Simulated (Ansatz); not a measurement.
**WCl+ (quintet): from Hartree-Fock to the top rungs, def2-QZVPP**

One table from this session's results is given with a row withheld; the runs are named, their logs left out.

Method: def2-QZVPP, core rule «outside noble gas», up to 9 orbitals frozen; program: Ansatz 0.2.0, Gaussian basis.

Plan: UHF; ROHF; CCSD(T) on UHF.

## The system

The geometry is a PBE0/def2-TZVP stationary point (not a proven minimum). No spin-orbit coupling is included. Elements past krypton take def2 core potentials.

2 atoms, charge 1, spin multiplicity 5.

Atoms are counted from 1 here; the program's logs count them from 0.

Bond lengths: W1–Cl2 2.156 Å.

Geometry (Å):

```
atom   x (Å)   y (Å)   z (Å)
  W1  0.0000  0.0000  0.0000
 Cl2  0.0000  0.0000  2.1562
```

The first run:

File in.yaml:

```yaml
crystal:
  periodic: [false, false, false]
  atoms:
    - {symbol: W, position_ang: [0.000000, 0.000000, 0.000000]}
    - {symbol: Cl, position_ang: [0.000000, 0.000000, 2.156200]}
basis:
  gaussian: {orbitals: "def2-QZVPP.json"}
total_charge: 1
magnetization: {spin_polarized: true, initial_magnetization: 4}
hamiltonian: {xc: hf}
output: {orbitals: {seedname: orbitals}}
```

Command:

```sh
$ ansatz run in.yaml --threads 1 --pin off --events-out ev --progress --plain --max-ram 4096MiB --backend cpu
```

Steps of the session up to this table: UHF; ROHF; CCSD(T) on UHF.

One of the session's tables, all rows but one given; the rest of the session is left out.

```
  method  from UCCSD(T) (kJ/mol)
    ROHF                       ?
     UHF                  +871.7
    UMP2                   +94.0
   UCCSD                   +45.5
UCCSD(T)                       0
```

**Question.** Estimate the row for ROHF.

The run gave: from UCCSD(T) (kJ/mol): +893.5. In the column «from UCCSD(T) (kJ/mol)» it is the highest.
